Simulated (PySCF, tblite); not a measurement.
# C₇H₅F₂O radical: geometry, infrared bands and EPR parameters

Aim: predict the infrared bands and EPR parameters of C₇H₅F₂O radical (`FC(F)Oc1c[c]ccc1`).

Programs: tblite 0.8.0 and PySCF 2.14.0, with density-fitted response routines of our own. Each step states its level of theory. These are calculated values for one molecule in the gas phase, unless marked as measured. Atoms count from 0, in the outputs and in this text.

### 1 The starting structure

15 atoms, charge 0, multiplicity 2; geometry from: force field or distance geometry start.

Bonds of the start (Å): F0–C1 1.37, C1–F2 1.35, C1–O3 1.41, O3–C4 1.37, C4–C5 1.39, C5–C6 1.39, C6–C7 1.38, C7–C8 1.40, C8–C9 1.39, C9–C4 1.40, C1–H10 1.11, C5–H11 1.09, C7–H12 1.10, C8–H13 1.09, C9–H14 1.09.

### 2 Relaxing the molecule with GFN2-xTB

The job: settings as JSON, then the geometry in Å.

```
{"job": {"kind": "relax", "xc": "GFN2-xTB", "basis": "xTB"}, "charge": 0, "multiplicity": 2}
F      3.749600    -0.291500    -0.044000
C      2.540300     0.120900     0.446000
F      2.634000     1.457800     0.609900
O      1.557200    -0.179900    -0.523200
C      0.255300    -0.047500    -0.114900
C     -0.196600     0.657400     0.993600
C     -1.556500     0.729400     1.273700
C     -2.475500     0.105300     0.450500
C     -2.038200    -0.594100    -0.678500
C     -0.682200    -0.660600    -0.958300
H      2.376400    -0.379300     1.418000
H      0.477400     1.189100     1.660400
H     -3.546300     0.164500     0.687000
H     -2.756100    -1.074800    -1.340800
H     -0.343200    -1.188700    -1.843800
```

Command:

```bash
OMP_NUM_THREADS=1 python probes_run.py task.json out
```

The driver reads the jobs from task.json and runs them one after another.

**Question.** This job is followed by: GFN2-xTB harmonic vibrations, gas phase; UKS B3LYP, pcH-1 on C F H O, non-relativistic, mean-field spin-orbit, GIAO. What will the session give for the following? strongest single infrared mode (GFN2-xTB); zero-point energy (GFN2-xTB); g(iso) (B3LYP); ⟨S²⟩; largest a(iso) (averaged by class); potential on the surface of density 0.002 e/bohr³, 1st and 99th percentile.

The runs gave:

```
                                                                  quantity                  value
                                 strongest single infrared mode (GFN2-xTB)  1130 cm⁻¹, 265 km/mol
                                              zero-point energy (GFN2-xTB)          62.9 kcal/mol
                                                            g(iso) (B3LYP)                2.00222
                                                                      ⟨S²⟩     0.757 (exact 0.75)
                                        largest a(iso) (averaged by class)   13C on C6, 410.8 MHz
potential on the surface of density 0.002 e/bohr³, 1st and 99th percentile     -0.78 V and 1.44 V
```

The optimisation took 45 steps and gained 0.196 eV; among the close pairs (by a distance rule), C1–O3 changed most, from 1.413 to 1.346 Å. No mode is imaginary among the 39: a minimum at this level. The strongest single mode, at 1130 cm⁻¹, moves mainly C1 and O3. Unscaled tight-binding wavenumbers are off by several per cent, some by more. Its intensities can rank the bands wrongly. Most of the unpaired spin sits on C6 (1.01 e). The isotropic g lies 0.1 ppt below the free-electron value.
